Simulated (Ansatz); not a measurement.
# C3H6SiTe: one species, many methods

An exercise on one series of results from a longer session: the logs are not shown, and one member is left open.

Computed with Ansatz 0.2.0, Gaussian basis. Level: functionals in def2-TZVPP, the program's frozen cores in correlated methods.

Levels to be run: PBE-D4, r2SCAN-D4, PBE0-D4, B3LYP-D4, ωB97X-V, ωB97M-V, B2PLYP; CCSD(T)/def2-TZVPP; MP2/def2-QZVPP; extrapolation to the limit.

## The relaxed structure

All runs share one geometry, relaxed beforehand with PBE0-D4 in a triple-zeta def2 set. Te takes the def2 core potential; no spin-orbit term is included.

SMILES `[SiH3]CC1=C[Te]1`, 11 atoms, charge 0, spin multiplicity 1.

Atoms are counted from 1 here; the program's logs count them from 0.

Bond lengths: Si1–C2 1.898 Å, Si1–H6 1.482 Å, Si1–H7 1.483 Å, Si1–H8 1.486 Å, C2–C3 1.455 Å, C2–H9 1.096 Å, C2–H10 1.095 Å, C3–C4 1.273 Å, C3–Te5 2.203 Å, C4–Te5 2.170 Å, C4–H11 1.076 Å. Angles: C2–Si1–H6 110.0°, C2–Si1–H7 109.7°, C2–Si1–H8 107.6°, H6–Si1–H7 110.3°, H6–Si1–H8 109.5°, H7–Si1–H8 109.6°, Si1–C2–C3 111.8°, Si1–C2–H9 109.4°, Si1–C2–H10 107.3°, C3–C2–H9 110.0°, C3–C2–H10 110.2°, H9–C2–H10 108.1°, C2–C3–C4 153.2°, C2–C3–Te5 134.9°, C4–C3–Te5 71.7°, C3–C4–Te5 74.5°, C3–C4–H11 148.6°, Te5–C4–H11 136.9° and more.

The first run:

Input file in.yaml:

```yaml
crystal:
  periodic: [false, false, false]
  atoms:
    - {symbol: Si, position_ang: [-0.775624, 0.258873, 1.449842]}
    - {symbol: C, position_ang: [0.683403, -0.362013, 0.406543]}
    - {symbol: C, position_ang: [0.500442, -0.066751, -1.006152]}
    - {symbol: C, position_ang: [0.294436, -0.396578, -2.218038]}
    - {symbol: Te, position_ang: [0.217863, 1.771516, -2.186463]}
    - {symbol: H, position_ang: [-0.808429, 1.740557, 1.446441]}
    - {symbol: H, position_ang: [-2.045175, -0.284920, 0.908754]}
    - {symbol: H, position_ang: [-0.574250, -0.230743, 2.838802]}
    - {symbol: H, position_ang: [0.800339, -1.442376, 0.551508]}
    - {symbol: H, position_ang: [1.586337, 0.131166, 0.781711]}
    - {symbol: H, position_ang: [0.186159, -1.175729, -2.952449]}
basis:
  gaussian: {orbitals: def2-TZVPP}
hamiltonian: {xc: pbe, dispersion: d4}
output: {forces: true, orbitals: {seedname: orbitals}}
```

The run is started by

```bash
$ ansatz run in.yaml --threads 4 --pin off --events-out ev --progress --plain --max-ram 10444MiB
```

Among the steps run: PBE-D4 (GGA); r2SCAN-D4 (meta-GGA); PBE0-D4 (hybrid); B3LYP-D4 (hybrid); ωB97X-V (range-separated); ωB97M-V (range-separated); B2PLYP (double hybrid); CCSD(T) in def2-TZVPP; MP2 in def2-QZVPP.

One table of the session follows, with a row left open; its other results are not shown here.

```
            method  atomisation energy (kJ/mol)
            PBE-D4                       4010.5
         r2SCAN-D4                       3924.4
           PBE0-D4                       3937.2
          B3LYP-D4                       3916.7
           ωB97X-V                       3918.5
           ωB97M-V                       3910.5
            B2PLYP                       3871.2
     HF/def2-TZVPP                            ?
    MP2/def2-TZVPP                       3885.1
   CCSD/def2-TZVPP                       3733.1
CCSD(T)/def2-TZVPP                       3810.9
           MP2/CBS                       4001.0
       CCSD(T)/CBS                       3926.8
```

Estimate the missing values for HF/def2-TZVPP.

The run gave: atomisation energy (kJ/mol): 2791.3. In the column «atomisation energy (kJ/mol)» it is the lowest.

Among the levels timed on like hardware and quicker than the yardstick, those that no quicker one beats, quickest first: PBE-D4 (6 s, +83.7 kJ/mol); PBE0-D4 (7.5 s, +10.4 kJ/mol); B3LYP-D4 (11 s, -10.2 kJ/mol); r2SCAN-D4 (11 s, -2.5 kJ/mol).

B2PLYP carry no dispersion term (for B3LYP, D4 adds 49.6 kJ/mol).

Limits of these values: All levels share the lack of spin-orbit coupling, which lowers the free heavy atoms and so the true binding.
